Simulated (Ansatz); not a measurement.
# CH2FNO2Si: how energies converge with the basis set

How large a basis does CH2FNO2Si need? Two functionals are run in growing sets.

Method: one geometry, several basis sets; program: Ansatz 0.2.0, Gaussian basis.

Levels to be run: PBE0-D4/def2-SVP; ωB97M-V/def2-SVP; PBE0-D4/def2-QZVPP; ωB97M-V/def2-QZVPP; the functionals' def2-TZVPP values are taken from earlier runs.

## Step 1: Structure used throughout

The geometry comes from an earlier relaxation with PBE0-D4 in a triple-zeta def2 set; it is a stationary point, not always the lowest conformer.

SMILES `O=C1N[Si]1(O)F`, 8 atoms, charge 0, spin multiplicity 1.

Atoms are counted from 1 here; the program's logs count them from 0.

Bond lengths: O1–C2 1.191 Å, C2–N3 1.397 Å, C2–Si4 1.840 Å, N3–Si4 1.704 Å, N3–H7 1.015 Å, Si4–O5 1.617 Å, Si4–F6 1.577 Å, O5–H8 0.959 Å. Angles: O1–C2–N3 133.9°, O1–C2–Si4 164.3°, N3–C2–Si4 61.8°, C2–N3–Si4 72.0°, C2–N3–H7 128.6°, Si4–N3–H7 159.3°, C2–Si4–N3 46.2°, C2–Si4–O5 130.4°, C2–Si4–F6 124.3°, N3–Si4–O5 122.4°, N3–Si4–F6 117.9°, O5–Si4–F6 103.7°, Si4–O5–H8 117.8°.

As a file:

```xyz
8

O     1.9869    1.0978    0.9773
C     0.9873    0.5624    0.6137
N     0.5669   -0.7690    0.5566
Si   -0.6947    0.2079   -0.0430
O    -1.2237    0.0992   -1.5676
F    -2.0196    0.3074    0.8063
H     1.0569   -1.6019    0.8662
H    -0.5677    0.0391   -2.2651
```

## Step 2: PBE0-D4 in def2-SVP

The input, in.yaml:

```yaml
crystal:
  periodic: [false, false, false]
  atoms:
    - {symbol: O, position_ang: [1.986855, 1.097831, 0.977272]}
    - {symbol: C, position_ang: [0.987347, 0.562360, 0.613655]}
    - {symbol: N, position_ang: [0.566886, -0.768993, 0.556582]}
    - {symbol: Si, position_ang: [-0.694667, 0.207879, -0.042980]}
    - {symbol: O, position_ang: [-1.223704, 0.099183, -1.567627]}
    - {symbol: F, position_ang: [-2.019562, 0.307373, 0.806261]}
    - {symbol: H, position_ang: [1.056851, -1.601878, 0.866192]}
    - {symbol: H, position_ang: [-0.567707, 0.039146, -2.265056]}
basis:
  gaussian: {orbitals: def2-SVP}
hamiltonian: {xc: pbe0, dispersion: d4}
output: {orbitals: {seedname: orbitals}}
```

Started as:

```sh
$ ansatz run in.yaml --threads 4 --pin off --events-out ev --progress --plain --max-ram 10444MiB
```

What it wrote:

```text
Functional definition: PBE0
  name "PBE0"
  cite "Adamo & Barone, J. Chem. Phys. 110, 6158 (1999) doi:10.1063/1.478522"
  cite "Perdew, Burke & Ernzerhof, Phys. Rev. Lett. 77, 3865 (1996) doi:10.1103/PhysRevLett.77.3865"
  parent pbe
  parameter a = 0.25
  parameter kappa = 0.804
  parameter beta = 0.06672455060314922
  exchange = (1 - a)*pbe_x(kappa = kappa, mu = beta*pi^2/3) + a*exact_x
  correlation = pbe_c(beta = beta)
943 factors; integrals over basis functions are off by at most 7.3e-4 eV
mean field evaluation 1: about -17218.6748 eV, gradient 6.9e1 eV
mean field evaluation 2: about -17208.0614 eV, gradient 1.0e2 eV
mean field evaluation 4: about -17227.2336 eV, gradient 5.7e0 eV
mean field evaluation 8: about -17227.4480 eV, gradient 1.0e0 eV
mean field evaluation 16: about -17227.4502 eV, gradient 1.6e-4 eV
mean field -17227.45017430 eV, -633.0971167202 hartree, gradient 3.3e-5 eV, S^2 0.000000; 0 other end points of the search recorded, 0 dependent functions left out
reference -17227.45019604 eV, -633.0971175193 hartree; 27, 27 occupied and 71, 71 virtual orbitals, 943 factors
Total energy: -17227.60349572 eV, -633.1027511785 hartree
```

Wall time 1.1 s (4 threads of Arm Neoverse V1, shared host).

## Step 3: ωB97M-V in def2-SVP

Edit in.yaml of step 2 so:

```diff
@@ -13,3 +13,3 @@
   gaussian: {orbitals: def2-SVP}
-hamiltonian: {xc: pbe0, dispersion: d4}
+hamiltonian: {xc: {name: wB97M-V}}
 output: {orbitals: {seedname: orbitals}}
```

The command is unchanged.

What it wrote, shortened:

```text
Functional definition: wB97M-V
  name "wB97M-V"
  cite "Mardirossian & Head-Gordon, J. Chem. Phys. 144, 214110 (2016) doi:10.1063/1.4952647"
  cite "Becke, J. Chem. Phys. 107, 8554 (1997) doi:10.1063/1.475007"
  cite "Vydrov & Van Voorhis, J. Chem. Phys. 133, 244103 (2010) doi:10.1063/1.3521275"
  # Of w^i u^j: cxij and so on, Table III.
[...]
  gx(w, u) = 1 - cx + cx01*u + cx10*w
  gss(w, u) = css00 + css04*u^4 + css10*w + css20*w^2 + css43*w^4*u^3
  gos(w, u) = cos00 + cos10*w + (cos20 + cos21*u)*w^2 + (cos60 + cos61*u)*w^6
[...]
      + integral(e_c_pw_mod_opposite_spin*gos(b97_w_opposite, b97_u_opposite)) + vv10(b, c)
943 factors; integrals over basis functions are off by at most 7.3e-4 eV
238 factors; integrals over basis functions are off by at most 7.3e-6 eV
[...]
mean field -17237.49588872 eV, -633.4662899160 hartree, gradient 2.5e-5 eV, S^2 0.000000; 0 other end points of the search recorded, 0 dependent functions left out
reference -17237.49592240 eV, -633.4662911540 hartree; 27, 27 occupied and 71, 71 virtual orbitals, 943 factors
Total energy: -17237.49592240 eV, -633.4662911540 hartree
```

Wall time 4.4 s (4 threads of Arm Neoverse V1, shared host); peak memory 0.28 GiB.

## Step 4: PBE0-D4 in def2-QZVPP

Edit in.yaml of step 3 so:

```diff
@@ -12,4 +12,4 @@
 basis:
-  gaussian: {orbitals: def2-SVP}
-hamiltonian: {xc: {name: wB97M-V}}
+  gaussian: {orbitals: "def2-QZVPP.json"}
+hamiltonian: {xc: pbe0, dispersion: d4}
 output: {orbitals: {seedname: orbitals}}
```

The command is unchanged.

What it wrote:

```text
Functional definition: PBE0
  name "PBE0"
  cite "Adamo & Barone, J. Chem. Phys. 110, 6158 (1999) doi:10.1063/1.478522"
  cite "Perdew, Burke & Ernzerhof, Phys. Rev. Lett. 77, 3865 (1996) doi:10.1103/PhysRevLett.77.3865"
  parent pbe
  parameter a = 0.25
  parameter kappa = 0.804
  parameter beta = 0.06672455060314922
  exchange = (1 - a)*pbe_x(kappa = kappa, mu = beta*pi^2/3) + a*exact_x
  correlation = pbe_c(beta = beta)
1386 factors; their error is unknown
mean field evaluation 1: about -17231.9308 eV, gradient 8.2e1 eV
mean field evaluation 2: about -17218.7560 eV, gradient 1.2e2 eV
mean field evaluation 4: about -17242.6661 eV, gradient 8.7e0 eV
mean field evaluation 8: about -17242.7899 eV, gradient 2.2e-1 eV
mean field evaluation 16: about -17242.8020 eV, gradient 2.5e-4 eV
mean field -17242.80201344 eV, -633.6612864031 hartree, gradient 4.8e-5 eV, S^2 0.000000; 0 other end points of the search recorded, 0 dependent functions left out
reference -17242.80204675 eV, -633.6612876271 hartree; 27, 27 occupied and 388, 388 virtual orbitals, 1386 factors
Total energy: -17242.95534643 eV, -633.6669212863 hartree
```

Wall time 7 s (4 threads of Arm Neoverse V1, shared host); peak memory 1.3 GiB.

## Step 5: ωB97M-V in def2-QZVPP

Edit in.yaml of step 4 so:

```diff
@@ -13,3 +13,3 @@
   gaussian: {orbitals: "def2-QZVPP.json"}
-hamiltonian: {xc: pbe0, dispersion: d4}
+hamiltonian: {xc: {name: wB97M-V}}
 output: {orbitals: {seedname: orbitals}}
```

Same command.

What it wrote, shortened:

```text
Functional definition: wB97M-V
  name "wB97M-V"
  cite "Mardirossian & Head-Gordon, J. Chem. Phys. 144, 214110 (2016) doi:10.1063/1.4952647"
  cite "Becke, J. Chem. Phys. 107, 8554 (1997) doi:10.1063/1.475007"
  cite "Vydrov & Van Voorhis, J. Chem. Phys. 133, 244103 (2010) doi:10.1063/1.3521275"
  # Of w^i u^j: cxij and so on, Table III.
[...]
  gx(w, u) = 1 - cx + cx01*u + cx10*w
  gss(w, u) = css00 + css04*u^4 + css10*w + css20*w^2 + css43*w^4*u^3
  gos(w, u) = cos00 + cos10*w + (cos20 + cos21*u)*w^2 + (cos60 + cos61*u)*w^6
[...]
      + integral(e_c_pw_mod_opposite_spin*gos(b97_w_opposite, b97_u_opposite)) + vv10(b, c)
1366 factors; their error is unknown
301 factors; integrals over basis functions are off by at most 8.9e-6 eV
[...]
mean field -17253.02155824 eV, -634.0368477473 hartree, gradient 7.1e-5 eV, S^2 0.000000; 0 other end points of the search recorded, 0 dependent functions left out
reference -17253.02161131 eV, -634.0368496975 hartree; 27, 27 occupied and 388, 388 virtual orbitals, 1366 factors
Total energy: -17253.02161131 eV, -634.0368496975 hartree
```

Wall time 17 s (4 threads of Arm Neoverse V1, shared host); peak memory 1.6 GiB.

## Step 6: Density functionals: the series

The def2-TZVPP values come from earlier runs at the same geometry.

| functional | basis | functions | energy (eV) | from the largest (eV) | HOMO (eV) | LUMO (eV) |
| --- | --- | --- | --- | --- | --- | --- |
| PBE0-D4 | def2-SVP | 98 | -17227.6035 | 15.352 | -7.06 | 0.00 |
| PBE0-D4 | def2-TZVPP | 225 | -17242.1564 | 0.799 | -7.25 | -0.36 |
| PBE0-D4 | def2-QZVPP | 415 | -17242.9553 | 0.000 | -7.29 | -0.51 |
| ωB97M-V | def2-SVP | 98 | -17237.4959 | 15.526 | -9.25 | 1.99 |
| ωB97M-V | def2-TZVPP | 225 | -17252.2773 | 0.744 | -9.46 | 1.46 |
| ωB97M-V | def2-QZVPP | 415 | -17253.0216 | 0.000 | -9.51 | 1.02 |

## Step 7: What came out

```
                                       quantity           value
PBE0-D4: double and triple zeta above quadruple  15.35, 0.80 eV
ωB97M-V: double and triple zeta above quadruple  15.53, 0.74 eV
```

**Reading.** For PBE0-D4 the step from double to triple zeta gains 14.55 eV and the next only 0.80 eV. These are total energies; as a rule much of such shifts cancels in differences, which this series doesn't test. The LUMO of ωB97M-V is positive and keeps falling with the basis (1.99 to 1.02 eV): an unbound level that the basis holds in place.

For PBE0-D4 the largest set took about 7 times as long as the smallest (7 s against 1.1 s).
